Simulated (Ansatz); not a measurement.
# CH4BNSTe: a ladder of functionals and wavefunction methods

The task here is to estimate one member of a computed series from the others.

Program: Ansatz 0.2.0, Gaussian basis. Level of theory: functionals in def2-TZVPP, the program's frozen cores in correlated methods. These are calculated values, not measurements.

Plan: LDA (SPW92), PBE-D4, revPBE-D4, BLYP-D4, r2SCAN-D4, B97M-V, PBE0-D4, B3LYP-D4, r2SCANh-D4, r2SCAN0-D4, HSE06-D4, BHLYP-D4, CAM-B3LYP-D4, LC-ωPBE, ωB97X-V, ωB97M-V, B2PLYP, PBE-QIDH; CCSD(T)/def2-SVP; CCSD(T)/def2-TZVPP; MP2/def2-QZVPP; extrapolation to the limit; RPA on PBE.

### Structure used throughout

All runs share one geometry, relaxed beforehand with PBE0-D4 in a triple-zeta def2 set. Te takes the def2 core potential; no spin-orbit term is included.

SMILES `C=NB(S)[TeH]`, 9 atoms, charge 0, spin multiplicity 1.

Atoms are counted from 1 here; the program's logs count them from 0.

Bond lengths: C1–N2 1.245 Å, C1–H6 1.097 Å, C1–H7 1.094 Å, N2–B3 1.373 Å, B3–S4 1.816 Å, B3–Te5 2.174 Å, S4–H8 1.342 Å, Te5–H9 1.656 Å. Angles: N2–C1–H6 122.4°, N2–C1–H7 120.9°, H6–C1–H7 116.8°, C1–N2–B3 152.7°, N2–B3–S4 119.2°, N2–B3–Te5 120.2°, S4–B3–Te5 120.5°, B3–S4–H8 97.4°, B3–Te5–H9 94.0°.

Set-up of the first run:

File in.yaml:

```yaml
crystal:
  periodic: [false, false, false]
  atoms:
    - {symbol: C, position_ang: [1.339618, 1.042146, -0.771913]}
    - {symbol: N, position_ang: [0.443269, 0.193215, -0.609841]}
    - {symbol: B, position_ang: [-0.318572, -0.642645, 0.168889]}
    - {symbol: S, position_ang: [0.229462, -2.354274, 0.427535]}
    - {symbol: Te, position_ang: [-2.203273, 0.051745, 1.001372]}
    - {symbol: H, position_ang: [1.937865, 1.430959, 0.061072]}
    - {symbol: H, position_ang: [1.563976, 1.438349, -1.766567]}
    - {symbol: H, position_ang: [-0.844669, -2.778429, 1.110502]}
    - {symbol: H, position_ang: [-2.059176, 1.572736, 0.361950]}
basis:
  gaussian: {orbitals: def2-TZVPP}
hamiltonian: {xc: lda}
output: {orbitals: {seedname: orbitals}}
```

Steps of the session up to this table: LDA; PBE-D4 (GGA); revPBE-D4 (GGA); BLYP-D4 (GGA); r2SCAN-D4 (meta-GGA); B97M-V (meta-GGA); PBE0-D4 (hybrid); B3LYP-D4 (hybrid); r2SCANh-D4 (hybrid); r2SCAN0-D4 (hybrid); HSE06-D4 (hybrid); BHLYP-D4 (hybrid); CAM-B3LYP-D4 (range-separated); LC-ωPBE (range-separated); ωB97X-V (range-separated); ωB97M-V (range-separated); B2PLYP (double hybrid); PBE-QIDH (double hybrid).

One of the session's tables, all rows but one given; the rest of the session is left out.

It belongs to the step «Orbital energies across the functionals». 

| functional | HOMO (eV) | LUMO (eV) | gap (eV) |
| --- | --- | --- | --- |
| LDA (SPW92) | -5.52 | -2.80 | 2.72 |
| PBE-D4 | -5.37 | -2.55 | 2.82 |
| revPBE-D4 | -5.32 | -2.46 | 2.86 |
| BLYP-D4 | -5.20 | -2.40 | 2.80 |
| r2SCAN-D4 | -5.62 | -2.37 | 3.25 |
| B97M-V | -5.60 | -2.25 | 3.34 |
| PBE0-D4 | -6.38 | -1.57 | 4.82 |
| B3LYP-D4 | -6.17 | -1.78 | 4.38 |
| r2SCANh-D4 | ? | ? | ? |
| r2SCAN0-D4 | -6.55 | -1.47 | 5.08 |
| HSE06-D4 | -6.00 | -1.95 | 4.05 |
| BHLYP-D4 | -7.24 | -0.48 | 6.76 |
| CAM-B3LYP-D4 | -7.57 | -0.45 | 7.13 |
| LC-ωPBE | -8.85 | 0.70 | 9.55 |
| ωB97X-V | -8.54 | 0.62 | 9.16 |
| ωB97M-V | -8.42 | 0.49 | 8.92 |

**Question.** Estimate the row for r2SCANh-D4.

Worked estimate for «HOMO (eV)». Against the share of exact exchange, r2SCAN-D4 (0, -5.62), r2SCAN0-D4 (0.25, -6.55) give a slope of -3.72 per unit share; at 0.1 the line stands at -5.99.

As computed: HOMO (eV): -5.99; LUMO (eV): -2.01; gap (eV): 3.98. In «HOMO (eV)» the line misses by 0.00.
